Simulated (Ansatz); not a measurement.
# AlGa (singlet): the correlation ladder, cc-pVTZ

One table from this session's results is given with a row withheld; the runs are named, their logs left out.

The runs use Ansatz 0.2.0, Gaussian basis; cc-pVTZ, core rule «outside noble gas», up to 19 orbitals frozen.

To be run: UHF; CCSD(T) on RHF; CCSD(T) on UHF; BCCD(T) on RHF; CISD; CCSDT(Q) on RHF; CCSDT(Q) on UHF; CCSDTQ on RHF; CASSCF and MRCISD+Q, 6 electrons in 8 orbitals; CASSCF and NEVPT2, 6 electrons in 8 orbitals; Full CI.

4 further runs of the same task are left out: 4 set aside as unsound or not needed.

**The system**

The geometry is a PBE0/def2-TZVP stationary point (not a proven minimum). No spin-orbit coupling is included. The filled d shell of Ga may be among the frozen orbitals whatever the setting's name suggests; the logs give the count.

2 atoms, charge 0, spin multiplicity 1.

Atoms are counted from 1 here; the program's logs count them from 0.

No contacts short enough for the rule that draws bonds.

Set-up of the first run:

Input file in.yaml:

```yaml
crystal:
  periodic: [false, false, false]
  atoms:
    - {symbol: Al, position_ang: [0.000000, 0.000000, 0.000000]}
    - {symbol: Ga, position_ang: [0.000000, 0.000000, 3.018500]}
basis:
  gaussian: {orbitals: cc-pVTZ}
magnetization: {spin_polarized: true, initial_magnetization: 0}
hamiltonian: {xc: hf}
output: {orbitals: {seedname: orbitals}}
```

Command:

```sh
ansatz run in.yaml --threads 1 --pin off --events-out ev --progress --plain --max-ram 3328MiB --backend cpu
```

Among the steps run: UHF; CCSD(T) on RHF; CCSD(T) on UHF; BCCD(T) on RHF; CISD; CCSDT(Q) on RHF; CCSDT(Q) on UHF; CCSDTQ on RHF; CASSCF and MRCISD+Q, 6 electrons in 8 orbitals; CASSCF and NEVPT2, 6 electrons in 8 orbitals; Full CI.

One of the session's tables, all rows but one given; the rest of the session is left out.

```
   method  from FCI (kJ/mol)
      RHF             +352.3
     RMP2             +100.3
     CISD              +43.5
    RCCSD              +18.0
 RCCSD(T)               +5.5
  BCCD(T)                  ?
   RCCSDT               +2.1
RCCSDT(Q)               +0.6
  RCCSDTQ               +0.1
      FCI                  0
```

**Question.** Estimate the row for BCCD(T).

The run gave: from FCI (kJ/mol): +5.4. In the column «from FCI (kJ/mol)» it lies between RCCSDT (+2.1) and RCCSD(T) (+5.5).

Caveats from the session: Left out of the table: CASSCF valence, NEVPT2 valence, MRCISD valence, MRCISD+Q valence (the active space lost an orbital or holds another state than full CI finds). Left out of the table: UHF, UMP2, UCCSD, UCCSD(T), UCCSDT, UCCSDT(Q) (another determinant or state than the rows shown).
